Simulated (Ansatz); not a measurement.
# RbVF3: magnetic states

One table from this session's results is given with a row withheld; the runs are named, their logs left out.

Program: Ansatz 0.2.0. Level of theory: DFT PBEsol, scalar-relativistic, plane waves, PAW. These are calculated values, not measurements.

## The structure to begin with

The structure is cubic, space group Pm-3m (No. 221). Conventional cell: a = 4.182 Å, b = 4.182 Å, c = 4.182 Å, α = 90.00°, β = 90.00°, γ = 90.00°. Rb (site symmetry m-3m) is surrounded by 12 F at 2.96 Å. V (site symmetry m-3m) has 6 F at 2.09 Å as nearest neighbours. F (site symmetry 4/mmm) is surrounded by 2 V at 2.09 Å and 4 Rb at 2.96 Å.

Coordinates:

```
Rb V F
1.0
     4.18200    0.00000    0.00000
     0.00000    4.18200    0.00000
     0.00000    0.00000    4.18200
Rb V F
1 1 3
Direct
  0.00000 0.00000 0.00000
  0.50000 0.50000 0.50000
  0.50000 0.50000 0.00000
  0.00000 0.50000 0.50000
  0.50000 0.00000 0.50000
```

The structure comes from the Crystallography Open Database; it is used as listed.

The first run:

input.yaml reads:

```yaml
crystal:
  lattice:
    - [4.182, 0.0, 0.0]
    - [0.0, 4.182, 0.0]
    - [0.0, 0.0, 4.182]
  atoms:
    - { symbol: Rb, position: [0.0, 0.0, 0.0] }
    - { symbol: V, position: [0.5, 0.5, 0.5], spin: 2.0 }
    - { symbol: F, position: [0.5, 0.5, 0.0] }
    - { symbol: F, position: [0.0, 0.5, 0.5] }
    - { symbol: F, position: [0.5, 0.0, 0.5] }
basis:
  ecutwfc: 420
kpoints:
  mp_grid: { grid: [4, 4, 4] }
hamiltonian:
  xc: pbesol
scf:
  occupations: { method: gaussian, width: 0.1 }
output:
  forces: true
  stress: true
  eigenvalues: true
  populations: true
magnetization:
  spin_polarized: true
```

Started as:

```console
> ansatz run input.yaml --threads 1 --pin off --max-ram 2560MiB --backend cpu --events-out ev --progress --plain --runs-dir out
```

Among the steps run: Probe: one point at the start; The base run; Magnetic start: no spin polarisation; Magnetic start: ferromagnetic; Magnetic start: large parallel starting moments; Start: antiferromagnetic, doubled cell, propagation vector (0, 0, 1/2); Magnetic start: antiferromagnetic, doubled cell, propagation vector (0, 1/2, 1/2); Start: antiferromagnetic, doubled cell, propagation vector (1/2, 1/2, 1/2); Magnetic start: small parallel starting moments.

One of the session's tables, all rows but one given; the rest of the session is left out.

It belongs to the step «Which state is lowest». 

```
                                                              start  energy above the lowest (meV/atom)  gap on the mesh (eV)  pressure (GPa)
antiferromagnetic, doubled cell, propagation vector (1/2, 1/2, 1/2)                                0.00                  1.53            -2.3
  antiferromagnetic, doubled cell, propagation vector (0, 1/2, 1/2)                                4.76                  0.95            -2.1
    antiferromagnetic, doubled cell, propagation vector (0, 0, 1/2)                                   ?                     ?               ?
                                                      ferromagnetic                                14.4                  0.57            -1.6
                                    large parallel starting moments                                14.4                  0.57            -1.6
                                    small parallel starting moments                                14.4                  0.57            -1.6
                                                            no spin                                 302                 metal            -5.5
```

Q: Estimate the row for antiferromagnetic, doubled cell, propagation vector (0, 0, 1/2) from the others.

As computed: energy above the lowest (meV/atom): 9.54; gap on the mesh (eV): 0.60; pressure (GPa): -1.9. In the column «energy above the lowest (meV/atom)» it lies between antiferromagnetic, doubled cell, propagation vector (0, 1/2, 1/2) (4.76) and ferromagnetic (14.4).

Limits of these values: Only these starts were tried, so a lower state is not ruled out. Warnings in the runs' records: given moment on shells.
